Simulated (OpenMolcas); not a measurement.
# Pr²⁺ among point charges: CASSCF levels and susceptibility

How does a field of 6 point charges split the states of Pr²⁺, and what χT follows?

The numbers are computed with OpenMolcas 26.06 (state-averaged CASSCF, spin-orbit coupling by RASSI with atomic mean-field integrals), except any that are marked as measured or tabulated.

## Step 1: What is computed

| Quantity | Value |
| --- | --- |
| Species | Pr²⁺ (praseodymium, Z = 59, 57 electrons) |
| Basis | ANO-RCC-VTZP [8s7p5d3f2g1h], 104 functions |
| Scalar Hamiltonian | DKH2, point nucleus |
| Inactive shells | 1s 2s 2p 3s 3p 3d 4s 4p 4d 5s 5p |
| Active space | 3 electrons in 7 orbitals (4f) |
| Some configurations of this space | 4f3 |
| Orbitals | optimised for the highest spin of each parity, averaged over all roots |

The outer shells:

4f3
```
4f [↑ ][↑ ][↑ ][  ][  ][  ][  ]
```

The ion sits among 6 point charges of -1 e arranged as a tetragonal octahedron (D4h), 2.78 Å from the ion, with the axial distance 2.863 Å.

The work runs as a chain of OpenMolcas steps in one folder; each step below is one input file. Labels, J, g values, rates, χT and fits are worked out afterwards by a script from the matrices that RASSI stores. The input lists half of the charges; inversion (Group=XYZ) makes the rest.

## Step 2: GATEWAY and SEWARD: basis and integrals

Input file a.inp:

```
&GATEWAY
Coord
1

Pr 0.0 0.0 0.0
Basis=ANO-RCC-VTZP
Group=XYZ
NoMove
AngMom=0.0 0.0 0.0
AMFI
XField
3 Angstrom 0
2.780000 0.000000 0.000000 -1.000000
0.000000 2.780000 0.000000 -1.000000
0.000000 0.000000 2.863400 -1.000000
&SEWARD
```

Launch:

```sh
$ OMP_NUM_THREADS=1 MOLCAS_MEM=2252 MOLCAS_PROJECT=a pymolcas a.inp > a.log
```

## Step 3: Reference wave functions, quartets of odd parity, 35 roots

Input file a.inp:

```
&RASSCF
FileOrb=start.orb
Symmetry=2
Spin=4
nActEl=3 0 0
Inactive=15 12
Ras2=0 7
CIRoot=35 35 1
SDav=35
CIMx=300
Iter=120 100
PrWF=0.3
OrbListing=Nothing
MaxOrb=0
>>> COPY $Project.JobIph JOB001
```

start.orb holds the contracted functions of the basis, ordered by shell, or the orbitals of the step before.

## Step 4: CASSCF: doublets of odd parity, 112 roots

Input file a.inp:

```
&RASSCF
FileOrb=start.orb
Symmetry=2
Spin=2
nActEl=3 0 0
Inactive=15 12
Ras2=0 7
CIRoot=112 112 1
SDav=112
CIMx=300
Iter=120 100
PrWF=0.3
OrbListing=Nothing
MaxOrb=0
CIOnly
>>> COPY $Project.JobIph JOB002
```

## Step 5: State interaction with spin-orbit coupling

Input file a.inp:

```
&RASSI
NrOfJobIphs=2 35 96
1 2 3 4 5 6 7 8 9 10 11 12 13 14 15 16 17 18 19 20 21 22 23 24 25 26 27
28 29 30 31 32 33 34 35
1 2 3 4 5 6 7 8 9 10 11 12 13 14 15 16 17 18 19 20 21 22 23 24 25 26 27
28 29 30 31 32 33 34 35 36 37 38 39 40 41 42 43 44 45 46 47 48 49 50 51
52 53 54 55 56 57 58 59 60 61 62 63 64 65 66 67 68 69 70 71 72 73 74 75
76 77 78 79 80 81 82 83 84 85 86 87 88 89 90 91 92 93 94 95 96
IphNames
JOB001
JOB002
EJob
SpinOrbit
DIPRint=1.0
SOCoupling=1000.0
Subsets=2
Property=9
'ANGMOM' 1 'ANGMOM' 2 'ANGMOM' 3 'MLTPL  1' 1 'MLTPL  1' 2 'MLTPL  1' 3
'AMFI' 1 'AMFI' 2 'AMFI' 3
SOProperty=3
'ANGMOM' 1 'ANGMOM' 2 'ANGMOM' 3
```

Q: Predict the outcome of this session. Wanted: spin-free ground state; first state of the same spin within the active space; lowest level; next level.

**Answer**, as computed:

```
                                            quantity                              value
                                              method                             CASSCF
                              spin-free ground state    4B1, 1-fold in its orbital part
first state of the same spin within the active space                    4E at 5.67 cm⁻¹
                                        lowest level  2-fold E1/2, g = 0.48, 3.49, 3.49
                                          next level                          11.5 cm⁻¹
                                         χT at 300 K                     1.70 cm³ K/mol
                           effective moment at 300 K                            3.69 μB
```

The spin-free ground state (4B1) comes to 100 % from free-ion I terms and keeps the highest spin of the shell. The doublets rest on orbitals optimised for another spin in at least one step, which raises them against the optimised states. Not all states of the active space went into the spin-orbit step. High states of lower spin are left out of the spin-orbit mixing, and CASSCF puts spin-flip levels too high. This is an electrostatic model: the charges have no orbitals.
